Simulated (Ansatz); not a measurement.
Working through a rigid scan of one bond length of B2H6OSi, SMILES B[SiH](B)O

With Ansatz's Python interface.

Run as a notebook:

**Cell 1**
```python
import ansatz as az
from ase import Atoms
import numpy as np
```

**Cell 2**
```python
atoms = Atoms(['B', 'Si', 'B', 'O', 'H', 'H', 'H', 'H', 'H', 'H'], positions=[
    [-1.3049, 0.8129, 0.0504],
    [0.171, -0.2317, -0.4591],
    [0.8162, -1.1369, 1.1019],
    [1.4808, 0.7835, -1.1134],
    [-2.4041, 0.6503, -0.4752],
    [-1.2305, 1.7326, 0.8384],
    [-0.2079, -1.2222, -1.4563],
    [0.2609, -2.0305, 1.5281],
    [1.4471, -0.4788, 1.9507],
    [1.0546, 1.0698, -1.9625],
])
b2h6osi = az.Crystal.molecule_from_ase(atoms)

symbols = [site.symbol for site in b2h6osi.cartesian_sites]
start = np.array([site.position_ang for site in b2h6osi.cartesian_sites])
axis = (start[9] - start[3]) / np.linalg.norm(start[9] - start[3])
moving = [9]
lengths, energies = [0.873, 0.913, 0.953, 0.992, 1.032, 1.072, 1.111, 1.171], []
for length in lengths:
    xyz = start.copy()
    xyz[moving] += (length - np.linalg.norm(start[9] - start[3])) * axis
    point = az.Crystal.molecule()
    for symbol, place in zip(symbols, xyz):
        point = point.atom(symbol, place.tolist())
    calc = point.calculation()
    calc = calc.basis(gaussian='def2-SVP')
    calc = calc.functional('hf')
    report = calc.run(threads=1).report
    energies.append(report['free_energy_ev'])
    print(f'r = {length:6.3f} A  E = {energies[-1]:.5f} eV  <S^2> = {abs(report["mean_field"]["state"]["spin_squared"]):.3f}')

fit = np.polynomial.Polynomial.fit(lengths, np.array(energies) - min(energies), 4).convert()
roots = [r.real for r in fit.deriv().roots() if abs(r.imag) < 1e-9 and fit.deriv(2)(r.real) > 0]
r_e = min(roots, key=lambda r: abs(r - lengths[int(np.argmin(energies))]))
print(f'minimum of the fit at {r_e:.4f} A, force constant {fit.deriv(2)(r_e):.2f} eV/A^2')
```
Output:
```text
r =  0.873 A  E = -11330.52718 eV  <S^2> = 0.000
r =  0.913 A  E = -11330.68982 eV  <S^2> = 0.000
r =  0.953 A  E = -11330.73076 eV  <S^2> = 0.000
r =  0.992 A  E = -11330.68129 eV  <S^2> = 0.000
r =  1.032 A  E = -11330.56108 eV  <S^2> = 0.000
r =  1.072 A  E = -11330.38809 eV  <S^2> = 0.000
r =  1.111 A  E = -11330.18183 eV  <S^2> = 0.000
r =  1.171 A  E = -11329.81466 eV  <S^2> = 0.000
minimum of the fit at 0.9491 A, force constant 59.64 eV/A^2
```

Notes:
- Total energies depend on the basis set; only differences at equal settings carry meaning.
- The rest of the molecule is held rigid at a force-field or estimated start geometry, and the basis set is modest; single-reference methods fail as a bond breaks.
- Hartree-Fock leaves correlation out, so bond, atomisation and ionisation energies come out well too low.
- The orbitals are restricted, so S² is zero by construction.
- It ran for 4.5 s on 1 thread of Arm Neoverse V2, on a shared host, peak memory 0.21 GiB.
